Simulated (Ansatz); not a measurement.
# O4V: the cost of one run

Program: Ansatz 0.2.0, driven from Python. Level of theory: B3LYP+D4/def2-SVP. These are calculated values, not measurements.

**1. The system**

Bond lengths: O1–V2 1.967 Å, V2–O3 1.757 Å, V2–O4 1.967 Å, V2–O5 1.967 Å. Angles: O1–V2–O3 109.5°, O1–V2–O4 109.5°, O1–V2–O5 109.5°, O3–V2–O4 109.5°, O3–V2–O5 109.5°, O4–V2–O5 109.5°.

o4v.xyz, read by the script:

```xyz
5

O     1.74430   -0.68640   -0.55000
V     0.00170    0.04200    0.00000
O     0.07450    1.79730    0.00010
O    -0.43430   -0.59620    1.80890
O    -1.38620   -0.55670   -1.25890
```

**2. Script**

run_freq.py

```python
import itertools

import ansatz
from ase import Atoms
from ase.data import atomic_numbers, covalent_radii
from ase.thermochemistry import IdealGasThermo
import numpy as np

o4v = ansatz.Crystal.molecule_from_extxyz('o4v.xyz')

setup = o4v.calculation().basis(gaussian='def2-SVP').functional('b3lyp', dispersion='d4').charge(-3)
symbols = [site.symbol for site in o4v.cartesian_sites]
start = np.array([site.position_ang for site in o4v.cartesian_sites], dtype=float)
rep = setup.relax(force_tolerance=0.003).run(threads=1, pin='off').report
end = np.array(rep['positions_ang'])

radius = [covalent_radii[atomic_numbers[s]] for s in symbols]
span = lambda where, i, j: np.linalg.norm(where[i] - where[j])
bonded = [(i, j) for i, j in itertools.combinations(range(len(symbols)), 2) if min(span(start, i, j), span(end, i, j)) < 1.2 * (radius[i] + radius[j])]
print('pair        before    after (A)')
for i, j in bonded:
    print(f'{symbols[i]}{i}-{symbols[j]}{j}'.ljust(10), f'{span(start, i, j):8.4f} {span(end, i, j):8.4f}')

minimum = ansatz.Crystal.molecule()
for symbol, place in zip(symbols, end):
    minimum = minimum.atom(symbol, place.tolist())
vibrating = minimum.calculation()
vibrating = vibrating.basis(gaussian='def2-SVP')
vibrating = vibrating.functional('b3lyp', dispersion='d4')
vibrating = vibrating.charge(-3)
vibrating = vibrating.phonons(temperatures=(100, 500, 100))
vib = vibrating.run(threads=1, pin='off').report['vibrations']
sums = vib['harmonic_sums']
modes = [m['omega_inv_cm'] for m in sums['modes_at_gamma'] if m['rigid_motion'] == 'no']
for number, w in enumerate(modes, start=1):
    print(f'mode {number:2d} {w:9.1f} 1/cm {w / 8065.544 * 1000:8.2f} meV')
print('imaginary modes:', sum(w < 0 for w in modes), ' zero-point energy:', round(sums['zero_point_energy_ev'], 4), 'eV')
gas = IdealGasThermo(vib_energies=[w / 8065.544 for w in modes if w > 0], geometry='linear' if len(modes) == 3 * len(symbols) - 5 else 'nonlinear',
                     atoms=Atoms(symbols, positions=end), symmetrynumber=1, spin=0.0)
print(f'H(298 K) - E = {gas.get_enthalpy(298.15, verbose=False):.4f} eV')
print(f'S(298 K, 1 bar) = {96485.33 * gas.get_entropy(298.15, 1e5, verbose=False):.1f} J/(mol K) with symmetry number 1')
```

**3. What the engine is handed**

The engine receives this input (first run):

```yaml
crystal:
  periodic: [false, false, false]
  atoms:
    - { symbol: O, position_ang: [1.7443, -0.6864, -0.55] }
    - { symbol: V, position_ang: [0.0017, 0.042, 0.0] }
    - { symbol: O, position_ang: [0.0745, 1.7973, 0.0001] }
    - { symbol: O, position_ang: [-0.4343, -0.5962, 1.8089] }
    - { symbol: O, position_ang: [-1.3862, -0.5567, -1.2589] }
basis:
  gaussian:
    orbitals: def2-SVP
hamiltonian:
  xc: b3lyp
  dispersion: d4
total_charge: -3.0
relax:
  f_tol: 0.003
```

**4. Launch**

On the command line:

```bash
$ python run_freq.py
```

**Question.** How long does this script take on 1 thread of Arm Neoverse V2, shared host, and how much memory does it need?

About 95 s, with a peak of 0.34 GiB.
